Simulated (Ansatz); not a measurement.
# Ru (bcc type): the cost of one run

Method: DFT, LDA, all-electron LAPW, scalar-relativistic, in Ansatz 0.2.0.

This is Ru in the bcc structure; at room conditions it is hcp.

## Step 1: Starting point

It takes space group Im-3m (No. 229, cubic). The conventional cell has a = 2.676 Å, b = 2.676 Å, c = 2.676 Å, α = 90.00°, β = 90.00°, γ = 90.00°. Ru (site symmetry m-3m) has 8 Ru at 2.32 Å in its first shell of neighbours.

Structure file:

```cif
data_structure
_symmetry_space_group_name_H-M 'Im-3m'
_symmetry_Int_Tables_number 229
_cell_length_a 2.6757
_cell_length_b 2.6757
_cell_length_c 2.6757
_cell_angle_alpha 90.000
_cell_angle_beta 90.000
_cell_angle_gamma 90.000
_cell_volume 19.16
loop_
_atom_site_label
_atom_site_type_symbol
_atom_site_symmetry_multiplicity
_atom_site_Wyckoff_symbol
_atom_site_fract_x
_atom_site_fract_y
_atom_site_fract_z
_atom_site_occupancy
Ru1 Ru 2 a 0.00000 0.00000 0.00000 1
```

The file gives the conventional cell by its symmetry; the runs use the cell typed in the input.

## Step 2: Bcc relaxed under pressure, LAPW

The input, input.yaml:

```yaml
crystal:
  lattice:
    - [-1.3378382725, 1.3378382725, 1.3378382725]
    - [1.3378382725, -1.3378382725, 1.3378382725]
    - [1.3378382725, 1.3378382725, -1.3378382725]
  atoms:
    - { symbol: Ru, position: [0.0, 0.0, 0.0] }
kpoints:
  mp_grid: { grid: [20, 20, 20] }
scf:
  occupations: { method: fermi_dirac, width: 0.1 }
hamiltonian:
  xc: lda
  pseudopotentials: { kind: all_electron, lapw: { basis_error: 0.0005 } }
output:
  forces: true
  stress: true
  eigenvalues: true
relax:
  f_tol: 0.005
  max_steps: 12
  cell: { p_target: 250.0, stress_tol: 0.125 }
```

On the command line:

```bash
$ ansatz run input.yaml --threads 1 --pin off --max-ram 3584MiB --backend cpu --events-out ev --progress --plain --runs-dir out
```

What time and memory should one allow on 1 thread of Intel Xeon Platinum 8259CL at 2.50GHz (Skylake/Cascade Lake), shared host?

About 77 s, with a peak of 0.54 GiB.
